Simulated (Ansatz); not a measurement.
# C2H8OSSi: taking an electron away

One table from this session's results is given with a row withheld; the runs are named, their logs left out.

Program: Ansatz 0.2.0, Gaussian basis. Level of theory: unrestricted cation, the program's frozen cores in correlated methods. These are calculated values, not measurements.

Plan: UKS PBE-D4/def2-TZVPP; UKS r2SCAN-D4/def2-TZVPP; UKS PBE0-D4/def2-TZVPP; UKS B3LYP-D4/def2-TZVPP; UKS wB97X-V/def2-TZVPP; UKS wB97M-V/def2-TZVPP; UKS B2PLYP/def2-TZVPP; UHF-CCSD(T)/def2-TZVPP; UHF-MP2/def2-QZVPP; extrapolation to the limit; then −ε(HOMO) from the neutral's earlier runs with LDA (SPW92), PBE-D4, revPBE-D4, BLYP-D4, r2SCAN-D4, B97M-V, PBE0-D4, B3LYP-D4, r2SCANh-D4, r2SCAN0-D4, HSE06-D4, BHLYP-D4, CAM-B3LYP-D4, LC-ωPBE, ωB97X-V, ωB97M-V.

## Structure used throughout

The geometry comes from an earlier relaxation with PBE0-D4 in a triple-zeta def2 set; it is a stationary point, not always the lowest conformer.

SMILES `CO[SiH2]SC`, 13 atoms, charge 0, spin multiplicity 1.

Atoms are counted from 1 here; the program's logs count them from 0.

Bond lengths: C1–O2 1.411 Å, C1–H6 1.095 Å, C1–H7 1.096 Å, C1–H8 1.091 Å, O2–Si3 1.640 Å, Si3–S4 2.121 Å, Si3–H9 1.481 Å, Si3–H10 1.487 Å, S4–C5 1.818 Å, C5–H11 1.089 Å, C5–H12 1.090 Å, C5–H13 1.089 Å. Angles: O2–C1–H6 111.4°, O2–C1–H7 111.3°, O2–C1–H8 108.1°, H6–C1–H7 108.5°, H6–C1–H8 108.9°, H7–C1–H8 108.6°, C1–O2–Si3 123.0°, O2–Si3–S4 113.3°, O2–Si3–H9 104.2°, O2–Si3–H10 111.6°, S4–Si3–H9 111.0°, S4–Si3–H10 104.2°, H9–Si3–H10 112.7°, Si3–S4–C5 99.4°, S4–C5–H11 106.9°, S4–C5–H12 110.8°, S4–C5–H13 111.1°, H11–C5–H12 109.0° and more.

Set-up of the first run:

The input, in.yaml:

```yaml
crystal:
  periodic: [false, false, false]
  atoms:
    - {symbol: C, position_ang: [-1.458353, 0.763288, 1.352323]}
    - {symbol: O, position_ang: [-0.544066, 1.242139, 0.390507]}
    - {symbol: Si, position_ang: [1.019759, 0.752975, 0.322092]}
    - {symbol: S, position_ang: [1.233627, -1.331128, -0.005787]}
    - {symbol: C, position_ang: [0.502588, -1.445439, -1.666706]}
    - {symbol: H, position_ang: [-1.550720, -0.326977, 1.306581]}
    - {symbol: H, position_ang: [-1.152305, 1.044275, 2.366343]}
    - {symbol: H, position_ang: [-2.432348, 1.209717, 1.146496]}
    - {symbol: H, position_ang: [1.594771, 1.527685, -0.801510]}
    - {symbol: H, position_ang: [1.726423, 0.994330, 1.607778]}
    - {symbol: H, position_ang: [0.556310, -2.491527, -1.965809]}
    - {symbol: H, position_ang: [1.064961, -0.842865, -2.379678]}
    - {symbol: H, position_ang: [-0.540147, -1.131174, -1.657830]}
basis:
  gaussian: {orbitals: def2-TZVPP}
total_charge: 1
magnetization: {spin_polarized: true, initial_magnetization: 1}
hamiltonian: {xc: pbe, dispersion: d4}
```

Launch:

```console
$ ansatz run in.yaml --threads 2 --pin off --events-out ev --progress --plain --max-ram 32768MiB --backend cuda --devices 0, --max-vram 18GiB
```

Steps of the session up to this table: Cation, UKS PBE-D4/def2-TZVPP; Cation, UKS r2SCAN-D4/def2-TZVPP; Cation, UKS PBE0-D4/def2-TZVPP; Cation, UKS B3LYP-D4/def2-TZVPP; Cation, UKS wB97X-V/def2-TZVPP; Cation, UKS wB97M-V/def2-TZVPP; Cation, UKS B2PLYP (frozen core)/def2-TZVPP; Cation, UHF-CCSD(T)/def2-TZVPP; Cation, UHF-MP2/def2-QZVPP.

One table of the session follows, with a row left open; its other results are not shown here.

For comparison, −ε(HOMO) of the neutral from earlier runs:

| functional | −ε(HOMO) (eV) |
| --- | --- |
| LDA (SPW92) | 5.97 |
| PBE-D4 | 5.85 |
| revPBE-D4 | 5.80 |
| BLYP-D4 | 5.68 |
| r2SCAN-D4 | 6.10 |
| B97M-V | 6.24 |
| PBE0-D4 | 7.06 |
| B3LYP-D4 | 6.81 |
| r2SCANh-D4 | 6.55 |
| r2SCAN0-D4 | ? |
| HSE06-D4 | 6.66 |
| BHLYP-D4 | 8.13 |
| CAM-B3LYP-D4 | 8.37 |
| LC-ωPBE | 9.77 |
| ωB97X-V | 9.42 |
| ωB97M-V | 9.26 |

Q: Estimate the row for r2SCAN0-D4 from the others.

Worked estimate for «−ε(HOMO) (eV)». Against the share of exact exchange, r2SCAN-D4 (0, 6.10), r2SCANh-D4 (0.1, 6.55) give a slope of 4.50 per unit share; at 0.25 the line stands at 7.22.

The run gave: −ε(HOMO) (eV): 7.23. In «−ε(HOMO) (eV)» the line misses by -0.01.
